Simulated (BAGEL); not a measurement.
**GeH3O (SMILES [OH][GeH2]): ROHF/cc-pVTZ (density fitting with qzvpp-jkfit)**

What is the energy change on altering one bond length of GeH3O at ROHF/cc-pVTZ (density fitting with qzvpp-jkfit)? 

The results are computed with BAGEL 1.2.2.

4 further runs of the same task are left out: 2 that didn't finish, 2 set aside as unsound or not needed. Runs told in other sessions of the task aren't counted.

### Step 1. Starting point

The species is GeH3O (5 atoms), meant as a doublet with charge 0. As SMILES, `[OH][GeH2]`. The shape is that of a PBE0-D4/def2-TZVP optimisation. This is one conformer, not always the lowest.

Bond lengths: O1–Ge2 1.786 Å, O1–H3 0.960 Å, Ge2–H4 1.546 Å, Ge2–H5 1.557 Å. Angles: O1–Ge2–H4 103.8°, O1–Ge2–H5 108.9°, Ge2–O1–H3 112.6°, H4–Ge2–H5 111.8°.

### Step 2. A single-point energy at ROHF/cc-pVTZ (density fitting with qzvpp-jkfit)

input.json reads:

```json
{ "bagel" : [

{
  "title" : "molecule",
  "basis" : "cc-pvtz.json",
  "df_basis" : "qzvpp-jkfit",
  "angstrom" : true,
  "geometry" : [
    { "atom" : "O", "xyz" : [    0.355500,   -1.075800,    0.460700 ] },
    { "atom" : "Ge", "xyz" : [   -0.520100,    0.416100,    0.017700 ] },
    { "atom" : "H", "xyz" : [    1.097400,   -0.907600,    1.046500 ] },
    { "atom" : "H", "xyz" : [   -1.396800,   -0.014400,   -1.180300 ] },
    { "atom" : "H", "xyz" : [    0.513900,    1.508000,   -0.385900 ] }
  ]
},
{
  "title" : "rohf",
  "nopen" : 1
},
{
  "title" : "print",
  "file" : "orbitals.molden",
  "orbitals" : true
}

]}
```

The basis set cc-pVTZ is read from a file made from the Basis Set Exchange's data (not shown).

Started as:

```console
BAGEL_NUM_THREADS=1 BAGEL input.json > input.out
```

Standard output:

```text
* using 1 threads per process

  ===============================================================
  ===============================================================

  *** Geometry ***

  { "atom" : "O", "xyz" : [      0.671798,     -2.032967,      0.870597 ] },
  { "atom" : "Ge", "xyz" : [     -0.982847,      0.786315,      0.033448 ] },
  { "atom" : "H", "xyz" : [      2.073785,     -1.715115,      1.977598 ] },
  { "atom" : "H", "xyz" : [     -2.639569,     -0.027212,     -2.230444 ] },
  { "atom" : "H", "xyz" : [      0.971130,      2.849707,     -0.729245 ] },

  Number of auxiliary basis functions:      397

  Since a DF basis is specified, we compute 2- and 3-index integrals:
    o Being stored without compression. Storage requirement is 0.042 GB

  Number of basis functions:      115
  Number of electrons      :       43

    * METHOD: MOLECULE                             0.17

  *** Open-shell HF ***

  === Nuclear Repulsion ===
   113.0837636806

      * DIIS with orbital gradients will be used.

  === ROHF iteration (cc-pvtz.json) ===
      0      -2151.80732445          0.03927034           0.10
      1      -2151.89726939          0.03380818           0.10
      2      -2151.95515324          0.02371078           0.10
      3      -2152.02604137          0.00145451           0.10
      4      -2152.02690936          0.00053874           0.10
      5      -2152.02713808          0.00019419           0.10
      6      -2152.02719288          0.00007324           0.10
      7      -2152.02720989          0.00001841           0.10
      8      -2152.02721553          0.00000782           0.10
      9      -2152.02721609          0.00000265           0.10
     10      -2152.02721612          0.00000144           0.10
     11      -2152.02721611          0.00000057           0.10
     12      -2152.02721610          0.00000020           0.10
     13      -2152.02721609          0.00000007           0.10
     14      -2152.02721609          0.00000003           0.10
     15      -2152.02721609          0.00000001           0.10
     16      -2152.02721609          0.00000001           0.10
    * SCF iteration converged.

    * S^2 (ROHF) is 0.7500

    * Permanent dipole moment:
           (   -0.158268,    -0.561241,    -0.258152) a.u.

    * METHOD: ROHF                                 1.83

    * METHOD: PRINT                                0.02

  ===============================================================
```

Wall time 2.2 s (1 thread of AMD EPYC 9R45 (Zen 5), shared host); peak memory 0.13 GiB.

### Step 3. The distorted shape

input.json reads:

```json
{ "bagel": [

{
  "title": "molecule",
  "basis": "cc-pvtz.json",
  "df_basis": "qzvpp-jkfit",
  "angstrom": "true",
  "geometry": [
    { "atom": "O", "xyz": [    0.132916,   -1.126263,    0.284949 ] },
    { "atom": "Ge", "xyz": [   -0.742684,    0.365637,   -0.158051 ] },
    { "atom": "H", "xyz": [    1.097400,   -0.907600,    1.046500 ] },
    { "atom": "H", "xyz": [   -1.619384,   -0.064863,   -1.356051 ] },
    { "atom": "H", "xyz": [    0.291316,    1.457537,   -0.561651 ] }
  ]
},
{ "title": "rohf", "nopen": 1 },
{ "title": "print", "file": "orbitals.molden", "orbitals": "true" }

]}
```

The basis set cc-pVTZ is read from a file made from the Basis Set Exchange's data (not shown).

Started as:

```console
BAGEL_NUM_THREADS=1 BAGEL input.json > input.out
```

Standard output:

```text
* using 1 threads per process

  ===============================================================
  ===============================================================

  *** Geometry ***

  { "atom" : "O", "xyz" : [      0.251175,     -2.128329,      0.538476 ] },
  { "atom" : "Ge", "xyz" : [     -1.403469,      0.690954,     -0.298673 ] },
  { "atom" : "H", "xyz" : [      2.073785,     -1.715115,      1.977598 ] },
  { "atom" : "H", "xyz" : [     -3.060192,     -0.122573,     -2.562565 ] },
  { "atom" : "H", "xyz" : [      0.550507,      2.754346,     -1.061367 ] },

  Number of auxiliary basis functions:      397

  Since a DF basis is specified, we compute 2- and 3-index integrals:
    o Being stored without compression. Storage requirement is 0.042 GB

  Number of basis functions:      115
  Number of electrons      :       43

    * METHOD: MOLECULE                             0.16

  *** Open-shell HF ***

  === Nuclear Repulsion ===
   111.4435353636

      * DIIS with orbital gradients will be used.

  === ROHF iteration (cc-pvtz.json) ===
      0      -2151.74018297          0.03775582           0.10
      1      -2151.79131085          0.03764228           0.10
      2      -2151.84215815          0.02971300           0.10
      3      -2151.96888053          0.00186645           0.10
      4      -2151.97027674          0.00076144           0.10
      5      -2151.97064933          0.00023525           0.10
      6      -2151.97072919          0.00008951           0.10
      7      -2151.97075095          0.00002696           0.11
      8      -2151.97075643          0.00001172           0.11
      9      -2151.97075747          0.00000357           0.11
     10      -2151.97075755          0.00000255           0.10
     11      -2151.97075765          0.00000078           0.10
     12      -2151.97075762          0.00000024           0.11
     13      -2151.97075762          0.00000009           0.11
     14      -2151.97075761          0.00000004           0.11
     15      -2151.97075761          0.00000002           0.11
     16      -2151.97075761          0.00000001           0.11
    * SCF iteration converged.

    * S^2 (ROHF) is 0.7500

    * Permanent dipole moment:
           (   -0.246783,    -0.552640,    -0.325669) a.u.

    * METHOD: ROHF                                 1.94

    * METHOD: PRINT                                0.02

  ===============================================================
```

It took 2.3 s on 1 thread of AMD EPYC 9R45 (Zen 5), shared host; peak memory 0.13 GiB.

### Step 4. Summary of results

At ROHF/cc-pVTZ (density fitting with qzvpp-jkfit):

```
                                                         quantity           value
                                        first shape: total energy  -2152.02722 Eh
                                       first shape: dipole moment          1.62 D
                                                first shape: ⟨S²⟩           0.750
                                    distorted shape: total energy  -2151.97076 Eh
                                   distorted shape: dipole moment          1.75 D
                                            distorted shape: ⟨S²⟩           0.750
energy change with the O1–H3 bond stretched from 0.960 to 1.248 Å        1.536 eV
```

In words: With the O1–H3 bond stretched from 0.960 to 1.248 Å the energy rises by 1.54 eV (35 kcal/mol). The first shape isn't relaxed at this level, so the change isn't measured from a minimum.
